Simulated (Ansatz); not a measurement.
# Zr3H: the cost of one run

Program: Ansatz 0.2.0. Level of theory: DFT PBE, scalar-relativistic, plane waves, PAW. These are calculated values, not measurements.

## (1) The structure to begin with

The structure is cubic, space group Pm-3m (No. 221). The conventional cell has a = 3.943 Å, b = 3.943 Å, c = 3.943 Å, α = 90.00°, β = 90.00°, γ = 90.00°. Around Zr (site symmetry 4/mmm) lie 8 Zr at 2.79 Å and 4 H at 2.79 Å. H (site symmetry m-3m) is surrounded by 12 Zr at 2.79 Å.

Structure file:

```
Zr H
1.0
     3.94343    0.00000    0.00000
     0.00000    3.94343    0.00000
     0.00000    0.00000    3.94343
Zr H
3 1
Direct
  0.50000 0.00000 0.00000
  0.00000 0.50000 0.00000
  0.00000 0.00000 0.50000
  0.50000 0.50000 0.50000
```

Recipe of the guess: species swapped into a database cell of CaBi3 (Pm-3m, No. 221), with H on the Ca sites and Zr on the Bi sites. Lengths come from tabulated atomic sizes and are only a guess.

## (2) Probe: one point on a coarse mesh

Input file input.yaml:

```yaml
crystal:
  lattice:
    - [3.94342739, 0.0, 0.0]
    - [0.0, 3.94342739, 0.0]
    - [0.0, 0.0, 3.94342739]
  atoms:
    - { symbol: Zr, position: [0.5, 0.0, 0.0] }
    - { symbol: Zr, position: [0.0, 0.5, 0.0] }
    - { symbol: Zr, position: [0.0, 0.0, 0.5] }
    - { symbol: H, position: [0.5, 0.5, 0.5] }
basis:
  ecutwfc: 420
kpoints:
  mp_grid: { grid: [4, 4, 4] }
hamiltonian:
  xc: pbe
scf:
  occupations: { method: gaussian, width: 0.1 }
  lower_state_search: "off"
output:
  forces: true
  stress: true
  eigenvalues: true
```

Started as:

```
$ ansatz run input.yaml --threads 1 --pin off --max-ram 2560MiB --backend cpu --events-out ev --progress --plain --runs-dir out
```

Q: Estimate wall time and peak memory on 1 thread of Intel Xeon at 2.50GHz (Skylake/Cascade Lake), shared host.

About 2.4 s, with a peak of 0.32 GiB.
